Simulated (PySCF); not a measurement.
# C3H4F3Ge: the cost of one run

Programs: PySCF 2.14.0, with density-fitted response routines of our own. Each step states its level of theory. These are calculated values for one molecule in the gas phase, unless marked as measured. Atoms are numbered from 0 throughout.

## (1) The molecule as given

11 atoms, charge -1, multiplicity 1; geometry from: GFN2-xTB.

Bonds of the start (Å): F0–C1 1.35, C1–F2 1.36, C1–C3 1.34, C3–F4 1.37, C3–C5 1.43, C5–Ge6 2.16, C5–H7 1.08, C5–H8 1.09, Ge6–H9 1.67, Ge6–H10 1.66.

## (2) TDDFT and polarisability: CAM-B3LYP/def2-SVPD

The job: settings as JSON, then the geometry in Å.

```
{"job": {"kind": "uv", "xc": "CAM-B3LYP", "basis": "def2-SVPD", "nstates": 8, "ntriplets": 3}, "charge": -1, "multiplicity": 1}
F     -1.024798     1.272830    -1.792571
C     -1.536776     0.394020    -0.901420
F     -2.886668     0.552657    -0.840605
C     -0.812290    -0.496251    -0.217320
F     -1.533701    -1.338982     0.588959
C      0.608000    -0.620036    -0.122560
Ge     1.202087     0.182369     1.795175
H      1.117848    -0.087203    -0.913908
H      0.916671    -1.661424    -0.084594
H      2.791476     0.084209     1.278681
H      1.163576     1.720482     1.184200
```

With the program's defaults for keys left out, this is: TDDFT CAM-B3LYP/def2-SVPD, vertical, gas phase, core orbitals frozen in the response.

The run is started by

```console
> OMP_NUM_THREADS=1 python probes_run.py task.json out
```

The driver reads the jobs from task.json and runs them one after another.

Q: Estimate the wall time and peak memory of this job on 1 thread of Arm Neoverse N1, shared host.

About 70 s, with a peak of 0.91 GiB.
